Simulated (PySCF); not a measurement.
# C3H9B: the cost of one run

The runs use PySCF 2.14.0, with density-fitted response routines of our own; the level of theory stands in each step. All values are computed, except where a source is named. Atoms count from 0, in the outputs and in this text.

### 1 Starting geometry

13 atoms, charge 0, multiplicity 1; geometry from: GFN2-xTB. The atoms were then displaced at random by about 0.01 Å, so the start is not that level's minimum.

Bonds of the start (Å): B0–C1 1.56, C1–C2 1.54, C1–C3 1.56, B0–H4 1.16, B0–H5 1.21, C1–H6 1.10, C2–H7 1.09, C2–H8 1.06, C2–H9 1.08, C3–H10 1.04, C3–H11 1.09, C3–H12 1.09.

### 2 Relaxing the molecule at PBE0-D3(BJ)/def2-SVP

Job settings and geometry (Å):

```
{"job": {"xc": "PBE0", "basis": "def2-SVP", "d3": "d3bj", "grid": 1, "shake": 0.01, "kind": "geom"}, "charge": 0, "multiplicity": 1}
B      0.135990     1.616050    -0.146240
C      0.030080     0.077140    -0.343830
C     -1.322120    -0.559200     0.043240
C      1.224210    -0.708870     0.278740
H      1.149880     2.157400    -0.028390
H     -0.859400     2.295480    -0.199980
H      0.139040    -0.033090    -1.435380
H     -1.431470    -0.484500     1.123050
H     -2.132940    -0.044900    -0.416190
H     -1.330280    -1.611880    -0.217750
H      2.141850    -0.322020    -0.036140
H      1.140870    -1.761780     0.010370
H      1.120110    -0.636720     1.358160
```

Command:

```
$ OMP_NUM_THREADS=1 python probes_run.py task.json out
```

This one command runs all jobs of the session in turn.

Q: Estimate the wall time and peak memory of this first job on 1 thread of Arm Neoverse V1, shared host.

About 22 s, with a peak of 0.42 GiB.
